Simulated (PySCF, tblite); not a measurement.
# C₅H₁₁BrSi: geometry, infrared bands and NMR shifts

What infrared bands and NMR shifts should C₅H₁₁BrSi (`CC[Si@@H](Br)C1CC1`) show?

The runs use tblite 0.8.0 and PySCF 2.14.0, with density-fitted response routines of our own; the level of theory stands in each step. All values are computed, except where a source is named. Atoms are numbered from 0 throughout.

**1. The starting structure**

18 atoms, charge 0, multiplicity 1; geometry from: force field or distance geometry start.

Bonds of the start (Å): C0–C1 1.54, C1–Si2 1.86, Si2–Br3 2.23, Si2–C4 1.89, C4–C5 1.50, C5–C6 1.50, C6–C4 1.50, C0–H7 1.09, C0–H8 1.10, C0–H9 1.10, C1–H10 1.09, C1–H11 1.09, Si2–H12 1.49, C4–H13 1.09, C5–H14 1.09, C5–H15 1.08, C6–H16 1.09, C6–H17 1.09.

**2. Optimising the geometry with GFN2-xTB**

The job: settings as JSON, then the geometry in Å.

```
{"job": {"kind": "relax", "xc": "GFN2-xTB", "basis": "xTB"}, "charge": 0, "multiplicity": 1}
C      2.277700    -0.777000    -0.071700
C      1.797900     0.593600    -0.575800
Si     0.168900     1.170000     0.114200
Br    -0.275300     3.188200    -0.735500
C     -1.250500     0.027100    -0.371300
C     -2.520200     0.035400     0.434800
C     -1.583800    -1.140600     0.501300
H      3.247600    -1.016900    -0.505100
H      1.569300    -1.568000    -0.349500
H      2.373800    -0.789300     1.023600
H      1.741300     0.559200    -1.662000
H      2.565400     1.327500    -0.310600
H      0.229600     1.287400     1.600100
H     -1.342600    -0.104600    -1.452500
H     -2.599000     0.675300     1.319100
H     -3.459700    -0.089500    -0.075100
H     -1.044600    -1.300800     1.436500
H     -1.904500    -2.070500     0.027600
```

Command:

```
$ OMP_NUM_THREADS=1 python probes_run.py task.json out
```

This one command runs all jobs of the session in turn.

Output:

```text
step      E/eV     max force
  0    -602.48812    1.161
  1    -602.52708    0.417
  2    -602.53818    0.211
  3    -602.54265    0.204
  4    -602.54775    0.198
  5    -602.55148    0.137
  6    -602.55402    0.114
  7    -602.55547    0.078
  8    -602.55632    0.074
  9    -602.55692    0.075
 10    -602.55742    0.051
 11    -602.55777    0.052
 12    -602.55798    0.040
 13    -602.55814    0.034
 14    -602.55831    0.033
 15    -602.55846    0.028
 16    -602.55857    0.025
 17    -602.55865    0.021
 18    -602.55871    0.019
 19    -602.55875    0.014
 20    -602.55878    0.010
 21    -602.55881    0.012
 22    -602.55884    0.017
 23    -602.55887    0.016
 24    -602.55890    0.012
 25    -602.55892    0.012
 26    -602.55894    0.015
 27    -602.55896    0.017
 28    -602.55899    0.013
 29    -602.55901    0.013
 30    -602.55903    0.013
 31    -602.55905    0.020
 32    -602.55907    0.021
 33    -602.55908    0.014
 34    -602.55910    0.009
```

Run time: 0.44 s. Hardware: 1 thread of Arm Neoverse N1, shared host.

Along the way: (not every step is listed)

```csv
step,energy from step 0 (eV),largest force (eV/Å)
0,0.0000,1.1606
1,-0.0390,0.4171
2,-0.0501,0.2106
3,-0.0545,0.2037
4,-0.0596,0.1977
5,-0.0634,0.1366
6,-0.0659,0.1144
7,-0.0674,0.0784
8,-0.0682,0.0738
10,-0.0693,0.0515
12,-0.0699,0.0403
14,-0.0702,0.0325
16,-0.0705,0.0251
18,-0.0706,0.0187
20,-0.0707,0.0104
22,-0.0707,0.0170
24,-0.0708,0.0121
26,-0.0708,0.0148
28,-0.0709,0.0131
29,-0.0709,0.0134
30,-0.0709,0.0133
31,-0.0709,0.0200
32,-0.0710,0.0206
33,-0.0710,0.0141
34,-0.0710,0.0089
```

Close pairs (by a distance rule), those that changed most:

```csv
bond,before (Å),after (Å),change (Å)
C1–Si2,1.861,1.897,+0.036
Si2–H12,1.492,1.461,-0.031
C5–C6,1.505,1.490,-0.014
C5–H14,1.094,1.080,-0.014
C0–C1,1.537,1.524,-0.013
C6–H17,1.092,1.080,-0.012
C0–H9,1.100,1.088,-0.011
C6–H16,1.091,1.080,-0.011
```

The next job starts from the end point, and lists it.

**3. Harmonic vibrations with GFN2-xTB**

The job: settings as JSON, then the geometry in Å.

```
{"job": {"kind": "ir", "xc": "GFN2-xTB", "basis": "xTB"}, "charge": 0, "multiplicity": 1}
C      2.267143    -0.771815    -0.072700
C      1.829554     0.596675    -0.581047
Si     0.165287     1.150960     0.140226
Br    -0.256691     3.181912    -0.700730
C     -1.246862     0.020587    -0.359462
C     -2.520121     0.017095     0.441463
C     -1.603435    -1.156333     0.506385
H      3.228017    -1.053574    -0.499372
H      1.539716    -1.534505    -0.342459
H      2.367765    -0.766244     1.010761
H      1.770516     0.574163    -1.672081
H      2.594559     1.335189    -0.332701
H      0.214039     1.355797     1.586169
H     -1.372647    -0.134607    -1.426408
H     -2.585151     0.664900     1.303493
H     -3.455128    -0.083940    -0.088942
H     -1.041787    -1.316807     1.415286
H     -1.903533    -2.073134     0.020473
```

Output:

```text
mode    cm-1     km/mol
  1      28.1      0.63
  2      51.2      1.08
  3      90.5      1.98
  4     101.4      6.27
  5     140.5     10.23
  6     233.7      0.75
  7     240.9      3.31
  8     250.1      1.68
  9     296.9      7.06
 10     443.8     39.58
 11     620.7     70.62
 12     662.3     72.29
 13     670.5    272.57
 14     726.8     38.07
 15     756.4    150.20
 16     808.3      2.58
 17     846.0     16.06
 18     959.9      0.30
 19     983.7     12.34
 20    1001.4     47.63
 21    1023.2     16.21
 22    1028.3     11.89
 23    1073.8      1.60
 24    1077.4      0.13
 25    1078.6     17.04
 26    1103.2      0.31
 27    1155.9      0.15
 28    1237.2      1.61
 29    1242.6      0.28
 30    1294.6      8.26
 31    1349.0     21.68
 32    1423.9      0.93
 33    1451.4      0.19
 34    1477.6      1.20
 35    1492.0      2.62
 36    1509.7      1.90
 37    1514.5      4.48
 38    2276.7    242.00
 39    2956.5     27.75
 40    2976.3     37.30
 41    3015.0     25.45
 42    3020.8     40.47
 43    3026.3     45.96
 44    3034.8     14.45
 45    3077.4     10.74
 46    3080.9     12.06
 47    3085.8     31.45
 48    3099.7     54.62
```

It took 1.2 s on 1 thread of Arm Neoverse N1, shared host.

The strongest bands and the atoms that carry them (share of the mass-weighted mode):

```csv
cm⁻¹,km/mol,atoms
621,70.6,"H12 60 %, H11 11 %"
662,72.3,"H12 52 %, C4 20 %"
670,272.6,"H12 61 %, Si2 20 %"
756,150.2,"Si2 29 %, C1 18 %, H11 16 %"
1001,47.6,"C4 30 %, C5 23 %, C6 22 %"
2277,242.0,H12 97 %
3026,46.0,"H9 47 %, H8 38 %"
3100,54.6,"H15 45 %, H17 19 %, H14 14 %, H16 11 %"
```

**4. Shielding tensors: PBE0/pcSseg-1**

Settings changed since step 3:

```diff
@@ -1,2 +1,2 @@
-{"job": {"kind": "ir", "xc": "GFN2-xTB", "basis": "xTB"}, "charge": 0, "multiplicity": 1}
+{"job": {"kind": "nmr", "xc": "PBE0", "basis": "pcSseg-1"}, "charge": 0, "multiplicity": 1}
 C      2.267143    -0.771815    -0.072700
```

Method: GIAO PBE0/pcSseg-1 NMR shielding, non-relativistic, gas phase.

Output:

```text
coarse grid: 66840 points
cycle   1  E = -3059.8066935230  dE = -5.345e-01  |g| = 7.909e-01  |ddm| = 3.813e+00
cycle   2  E = -3059.7997306196  dE =  6.963e-03  |g| = 5.682e-01  |ddm| = 7.972e-01
cycle   3  E = -3059.8580966083  dE = -5.837e-02  |g| = 1.612e-01  |ddm| = 5.584e-01
cycle   4  E = -3059.8646134642  dE = -6.517e-03  |g| = 2.132e-02  |ddm| = 1.607e-01
cycle   5  E = -3059.8646891872  dE = -7.572e-05  |g| = 7.573e-03  |ddm| = 2.877e-02
cycle   6  E = -3059.8647046590  dE = -1.547e-05  |g| = 1.323e-03  |ddm| = 9.421e-03
cycle   7  E = -3059.8647049632  dE = -3.042e-07  |g| = 4.236e-04  |ddm| = 1.435e-03
final grid: 140136 points
cycle   8  E = -3059.8647720595  dE = -5.242e-08  |g| = 4.758e-04  |ddm| = 1.977e-03
cycle   9  E = -3059.8647720373  dE =  2.222e-08  |g| = 5.657e-04  |ddm| = 8.602e-04
cycle  10  E = -3059.8647721074  dE = -7.013e-08  |g| = 4.924e-05  |ddm| = 4.722e-04
cycle  11  E = -3059.8647721080  dE = -5.439e-10  |g| = 4.638e-06  |ddm| = 5.556e-05
converged SCF energy = -3059.8647721080

GIAO shielding tensors (ppm)
atom      isotropic    diamagn.    paramagn.     s11        s22        s33       span
  0 C      177.068     248.316     -71.248    170.630    172.896    187.678     17.048
  1 C      169.262     253.221     -83.959    156.848    166.451    184.488     27.640
  2 Si     324.528     878.678    -554.149    280.830    327.168    365.587     84.757
  3 Br    2685.745    3125.282    -439.537   2534.193   2660.075   2862.965    328.772
  4 C      185.598     253.649     -68.050    154.805    176.969    225.021     70.216
  5 C      183.878     255.379     -71.501    153.841    178.648    219.144     65.303
  6 C      182.533     250.177     -67.644    157.088    178.794    211.717     54.628
  7 H       30.288      28.355       1.934     24.847     27.493     38.524     13.677
  8 H       30.514      32.328      -1.814     24.881     31.007     35.653     10.772
  9 H       30.775      30.681       0.094     26.592     28.768     36.965     10.372
 10 H       30.416      31.597      -1.181     25.891     30.599     34.758      8.867
 11 H       30.469      29.821       0.649     24.554     30.750     36.104     11.551
 12 H       27.075      29.798      -2.723     23.489     25.923     31.813      8.324
 13 H       31.738      32.547      -0.809     25.159     28.829     41.225     16.066
 14 H       31.339      31.385      -0.045     25.435     28.667     39.917     14.482
 15 H       30.939      30.399       0.540     25.198     26.052     41.567     16.369
 16 H       31.351      31.725      -0.374     25.605     28.735     39.713     14.109
 17 H       30.939      30.406       0.533     25.353     26.018     41.446     16.093
```

Wall time 71 s (1 thread of Arm Neoverse N1, shared host); peak memory 1 GiB.

Shifts follow as δ = σ(reference) − σ, with reference shieldings (ppm) from runs at the same level and on the same kind of geometry: 1H TMS 31.72, 13C TMS 186.9, 29Si TMS 349.2, 79Br HBr 2622. The references are single molecules in the gas phase. Atoms listed in one row are averaged.

```csv
atoms,environment,σ (ppm),δ (ppm),δ scaled to CDCl3
C1,sp3 CH2 bonded to Si,169.3,17.7,15.3
C0,methyl carbon,177.1,9.9,7.7
C6,three-membered-ring carbon,182.5,4.4,2.4
C5,three-membered-ring carbon,183.9,3.0,1.1
C4,three-membered-ring carbon,185.6,1.3,-0.6
H12,"hydrogen on a silicon bonded to 2 C, Br",27.07,4.64,–
H10,hydrogen on an sp3 CH2 bonded to Si,30.42,1.30,1.33
H11,hydrogen on an sp3 CH2 bonded to Si,30.47,1.25,1.28
"H7, H8, H9",hydrogen on a methyl carbon,30.53,1.19,1.23
H17,hydrogen on a three-membered-ring carbon,30.94,0.78,0.84
H15,hydrogen on a three-membered-ring carbon,30.94,0.78,0.84
H14,hydrogen on a three-membered-ring carbon,31.34,0.38,0.46
H16,hydrogen on a three-membered-ring carbon,31.35,0.37,0.45
H13,hydrogen on a three-membered-ring carbon,31.74,-0.02,0.09
Si2,"silicon bonded to 2 C, Br, H",324.5,24.6,–
Br3,bromine bonded to Si,2686,-64,–
```

The scaled column applies a straight-line fit of computed shieldings to shifts measured in CDCl3, with any fitted terms for Cl, Br or S neighbours (root-mean-square error 0.16 ppm for H, 1.9 ppm for C).

Charges from the same density, by scheme (e):

```csv
atoms,Mulliken,IAO,Hirshfeld,ESP fit
C0,-0.30,-0.41,-0.12,-0.13
C1,-0.57,-0.54,-0.16,0.07
Si2,0.93,0.88,0.36,-0.08
Br3,-0.41,-0.29,-0.15,-0.16
C4,-0.55,-0.43,-0.14,-0.01
C5,-0.19,-0.28,-0.08,-0.48
C6,-0.21,-0.28,-0.09,-0.18
```

Mayer bond orders: C0–C1 1.05, C1–Si2 0.94, Si2–Br3 0.89, Si2–C4 0.88, C4–C5 0.95, C5–C6 0.97, C6–C4 0.95.

Ring of atoms C4, C5, C6: NICS(0) -44.6, NICS(1) -8.6, NICS(1)zz -23.1 ppm (means of both faces).

In rings of three or four atoms NICS is ruled by the nearby σ bonds, so it says little on aromaticity.

**5. Summary of results**

| quantity | value |
| --- | --- |
| strongest single infrared mode (GFN2-xTB) | 670 cm⁻¹, 273 km/mol |
| zero-point energy (GFN2-xTB) | 91.6 kcal/mol |
| 13C shifts against TMS (PBE0/pcSseg-1) | 17.7, 9.9, 4.4, 3.0, 1.3 ppm |
| 1H shifts against TMS (PBE0/pcSseg-1, means over atoms taken as alike) | 4.64, 1.30, 1.25, 1.19, 0.78, 0.78, 0.38, 0.37, -0.02 ppm |
| 29Si shifts against TMS (PBE0/pcSseg-1) | 24.6 ppm |
| 79Br shifts against HBr (PBE0/pcSseg-1) | -64 ppm |

Relaxing lowered the energy by 0.071 eV in 34 steps; the close pair that moved most is C1–Si2, from 1.861 to 1.897 Å. No mode is imaginary among the 48: a minimum at this level. The strongest single mode, at 670 cm⁻¹, moves mainly H12. GFN2-xTB is a fitted tight-binding method: band positions and strengths are rough. Its intensities can rank the bands wrongly. At PBE0/pcSseg-1: The largest span, 329 ppm, is at Br3, where the paramagnetic term is -440 ppm. Spin-orbit coupling is left out, which matters for shieldings and couplings at and beside the heavy atoms.
